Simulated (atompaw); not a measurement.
**A PAW (atompaw) potential for Br, from input to tests**

Do these settings give a usable potential? It is generated, then checked for scattering, ghosts and hardness.

Program: atompaw 4.2.0.5. Reference atom: PBEsol, scalar-relativistic, spherical and spin-unpolarised. All values are calculated.

## (1) Starting point

The settings as typed:

```json
{
  "element": "bromine (Br, Z = 35)",
  "type": "PAW",
  "frozen core": "[Ar]",
  "valence charge": "17",
  "reference configuration": "3d10 4s2 4p5",
  "partial waves": "4s (bound): rc 1.50 bohr; 4s channel at -1 Ry: rc 1.50 bohr; 4p (bound): rc 1.30 bohr; 4p channel at 0.55 Ry: rc 1.30 bohr; 3d (bound): rc 1.10 bohr; 3d channel at -1.2 Ry: rc 1.10 bohr",
  "local potential": "troulliermartins scheme with l = 3 at 0.5 Ry, radius 1.45 bohr",
  "core correction": "smooth core density matched at 1.50 bohr",
  "augmentation charge": "sinc compensation charge, radius 1.35 bohr; PAW radius 1.50 bohr; waves and projectors: custom rrkj vanderbiltortho"
}
```

An earlier all-electron run gives the scale for the radii.

All-electron outer shells of the reference configuration (PBEsol, scalar-relativistic, ld1.x):

| shell | level (eV) | outermost node (bohr) | outermost maximum (bohr) |
| --- | --- | --- | --- |
| 3s | -237.63 | 0.23 | 0.48 |
| 3p | -173.26 | 0.21 | 0.48 |
| 3d | -66.71 | – | 0.43 |
| 4s | -20.13 | 0.67 | 1.41 |
| 4p | -7.85 | 0.70 | 1.66 |

## (2) Generation

Br.input reads:

```
Br 35
GGA-PBESOL scalarrelativistic loggrid 1500 logderivrange -7 5 301
4 4 3 0 0 0
4 1 5
0 0 0
c
c
c
v
c
c
v
v
2
1.50 1.35 1.45 1.50
y
-1
n
y
0.55
n
y
-1.2
n
custom rrkj vanderbiltortho sinc
3 0.5 troulliermartins
1.50
1.50
1.30
1.30
1.10
1.10
PWSCFOUT
UPFDX 0.0125d0 UPFXMIN -7.d0 UPFZMESH 35.d0
END
```

Started as:

```console
$ atompaw < Br.input > Br.log
```

**Question.** What will these runs give? Wanted: cutoffs for 10 and 1 mRy, occupied levels; bound ghosts; largest phase difference near zero energy, channels read; lowest eigenvalue of the overlap; share of valence orbitals outside the PAW sphere; UPF file.

**Answer**, as computed:

```
                                                quantity                     value
               cutoffs for 10 and 1 mRy, occupied levels         140 Ry and 200 Ry
                                            bound ghosts            p at -59.51 eV
largest phase difference near zero energy, channels read                 0.000 rad
         lowest eigenvalue of the overlap (Bessel basis)                 0.143 (d)
        share of valence orbitals outside the PAW sphere  4s 57 %, 4p 75 %, 3d 1 %
                                                UPF file                   written
```

In words: A bound ghost (p) makes it unfit for use: electrons can fall into a state that the atom doesn't have. The potential is very hard: the looser tolerance needs 140 Ry. The slowest occupied level is 3d: taken alone it needs 140 Ry to come within 1 mRy, against 18 Ry for 4s. Near zero energy the phases of the channels with partial waves agree within 0.001 rad. The pseudo curves have a pole with no partner nearby in the atom's: p at -4.38 Ry. These are tests on the free atom; a crystal test is still owed.
